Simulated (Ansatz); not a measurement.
# Ge: the cost of one run

Computed with Ansatz 0.2.0 (DFT PBEsol, scalar-relativistic, plane waves, PAW, unless a step's input says otherwise).

1 further run of the same task is left out (it didn't finish).

**1. The starting structure**

The structure is tetragonal, space group P4_32_12 (No. 96). The conventional cell has a = 5.925 Å, b = 5.925 Å, c = 6.971 Å, α = 90.00°, β = 90.00°, γ = 90.00°. Ge (site symmetry 2) is surrounded by 4 Ge at 2.48 to 2.49 Å. Ge (site symmetry 1) is surrounded by 4 Ge at 2.48 to 2.51 Å.

Coordinates:

```
Ge
1.0
     5.92471    0.00000    0.00000
     0.00000    5.92471    0.00000
     0.00000    0.00000    6.97116
Ge
12
Direct
  0.08868 0.08868 0.00000
  0.41132 0.58868 0.75000
  0.91132 0.91132 0.50000
  0.58868 0.41132 0.25000
  0.17165 0.36943 0.25679
  0.13057 0.67165 0.00679
  0.82835 0.63057 0.75679
  0.86943 0.32835 0.50679
  0.67165 0.13057 0.99321
  0.63057 0.82835 0.24321
  0.32835 0.86943 0.49321
  0.36943 0.17165 0.74321
```

It is the result of an earlier relaxation at this level (volume 20.39 Å³/atom; gap on the mesh: 0.45 eV).

**2. A stricter relaxation**

Response runs need a geometry at rest under their own mesh and occupations; hence this stricter relaxation.

input.yaml

```yaml
crystal:
  lattice:
    - [5.9247117749, 0.0, 0.0]
    - [0.0, 5.9247117749, 0.0]
    - [0.0, 0.0, 6.9711568893]
  atoms:
    - { symbol: Ge, position: [0.0886848371, 0.0886848371, 0.0] }
    - { symbol: Ge, position: [0.4113151629, 0.5886848371, 0.75] }
    - { symbol: Ge, position: [0.9113151629, 0.9113151629, 0.5] }
    - { symbol: Ge, position: [0.5886848371, 0.4113151629, 0.25] }
    - { symbol: Ge, position: [0.1716473526, 0.3694250633, 0.2567869365] }
    - { symbol: Ge, position: [0.1305749367, 0.6716473526, 0.0067869365] }
    - { symbol: Ge, position: [0.8283526474, 0.6305749367, 0.7567869365] }
    - { symbol: Ge, position: [0.8694250633, 0.3283526474, 0.5067869365] }
    - { symbol: Ge, position: [0.6716473526, 0.1305749367, -0.0067869365] }
    - { symbol: Ge, position: [0.6305749367, 0.8283526474, 0.2432130635] }
    - { symbol: Ge, position: [0.3283526474, 0.8694250633, 0.4932130635] }
    - { symbol: Ge, position: [0.3694250633, 0.1716473526, 0.7432130635] }
basis:
  ecutwfc: 420
kpoints:
  mp_grid: { grid: [6, 6, 6] }
hamiltonian:
  xc: pbesol
scf:
  occupations: { method: fixed }
output:
  forces: true
  stress: true
  eigenvalues: true
relax:
  adjacent_minimum: "off"
  f_tol: 0.001
  max_steps: 60
  cell: { stress_tol: 0.01 }
```

Run with:

```sh
> ansatz run input.yaml --threads 8 --pin off --max-ram 22528MiB --backend cpu --events-out ev --progress --plain --runs-dir out
```

What time and memory should one allow on 8 threads of Arm Neoverse V1, shared host?

About 61 s, with a peak of 1.6 GiB.
